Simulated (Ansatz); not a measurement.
# CrN₂O₈: geometry and vibrations

What shape does CrN₂O₈ take? The plan is to relax it, then compute its harmonic vibrations to see whether it is a minimum and to get the zero-point energy and entropy, and look at its orbitals and charge.

Program: Ansatz 0.2.0, Gaussian basis. Level of theory: RKS PBE0-D4/def2-TZVP. These are calculated values, not measurements.

Plan: relaxation at PBE0-D4/def2-TZVP; harmonic vibrations at the same level; a single point in def2-TZVPP for the fields.

## 1. The system as given

SMILES `O=[N+]([O-])[O][Cr](=[O])(=[O])[O][N+](=O)[O-]`, 11 atoms, charge 0, spin multiplicity 1.

Atoms are counted from 1 here; the program's logs count them from 0.

Bond lengths: O1–N2 1.180 Å, N2–O3 1.170 Å, N2–O4 1.401 Å, O4–Cr5 1.726 Å, Cr5–O6 1.546 Å, Cr5–O7 1.546 Å, Cr5–O8 1.723 Å, O8–N9 1.404 Å, N9–O10 1.179 Å, N9–O11 1.169 Å. Angles: O1–N2–O3 131.9°, O1–N2–O4 111.7°, O3–N2–O4 116.4°, N2–O4–Cr5 129.6°, O4–Cr5–O6 108.5°, O4–Cr5–O7 108.6°, O4–Cr5–O8 109.0°, O6–Cr5–O7 113.4°, O6–Cr5–O8 108.4°, O7–Cr5–O8 108.8°, Cr5–O8–N9 130.1°, O8–N9–O10 111.6°, O8–N9–O11 116.3°, O10–N9–O11 132.1°.

The start is a GFN2-xTB geometry.

## 2. Optimising with PBE0-D4/def2-TZVP

in.yaml reads:

```yaml
crystal:
  periodic: [false, false, false]
  atoms:
    - {symbol: O, position_ang: [-2.590160, 1.393320, -0.701430]}
    - {symbol: N, position_ang: [-2.585820, 0.247530, -0.981420]}
    - {symbol: O, position_ang: [-3.399580, -0.442830, -1.460170]}
    - {symbol: O, position_ang: [-1.362620, -0.358980, -0.665320]}
    - {symbol: Cr, position_ang: [0.049600, 0.323260, 0.055280]}
    - {symbol: O, position_ang: [-0.320640, 0.845650, 1.462740]}
    - {symbol: O, position_ang: [0.601780, 1.421520, -0.882480]}
    - {symbol: O, position_ang: [1.241070, -0.909400, 0.229520]}
    - {symbol: N, position_ang: [2.504840, -0.865540, 0.840680]}
    - {symbol: O, position_ang: [2.766120, 0.219160, 1.221400]}
    - {symbol: O, position_ang: [3.095420, -1.873690, 0.881210]}
basis:
  gaussian: {orbitals: def2-TZVP}
hamiltonian: {xc: pbe0, dispersion: d4}
relax: {f_tol: 0.005, max_steps: 150}
```

The run is started by

```sh
$ ansatz run in.yaml --threads 4 --pin off --events-out ev --progress --plain --max-ram 66560MiB --backend cuda --devices 0, --max-vram 37GiB
```

After this run come: Force constants and modes; A single point for the fields.

Before running them: what should the planned runs give, taken together? Wanted: point group; shift from the start; total energy; dispersion term; dipole moment; lowest, highest wavenumber; zero-point energy; HOMO, LUMO.

**Answer**, as computed:

```
                  quantity             value
               point group                C2
                     steps                79
shift from the start (rms)           1.418 Å
              total energy    -47753.8320 eV
           dispersion term          -332 meV
             dipole moment            0.65 D
lowest, highest wavenumber     77, 1771 cm⁻¹
         zero-point energy     26.4 kcal/mol
       entropy at 298.15 K   413.0 J/(mol K)
                HOMO, LUMO  -10.02, -5.02 eV
```

In words: The atoms moved 1.42 Å (rms) from the start; the bond that changed most is Cr5–N9, from 2.839 to 2.484 Å. The bonds at the end are not those of the start, so the run found another structure. All wavenumbers are real, so the end point is a minimum. The stiffest mode, 1771 cm⁻¹, is an N–O stretch, and 5 modes under 200 cm⁻¹ make the vibrational entropy uncertain. Harmonic hybrid wavenumbers usually lie a few per cent above measured fundamentals. The largest Mulliken charge, +0.99 e, sits on Cr5. The HOMO lies mostly on 4 O atoms about 16 % each; O6, O7 about 9 % each and the LUMO on Cr5 58 %; O6, O7 about 15 % each.
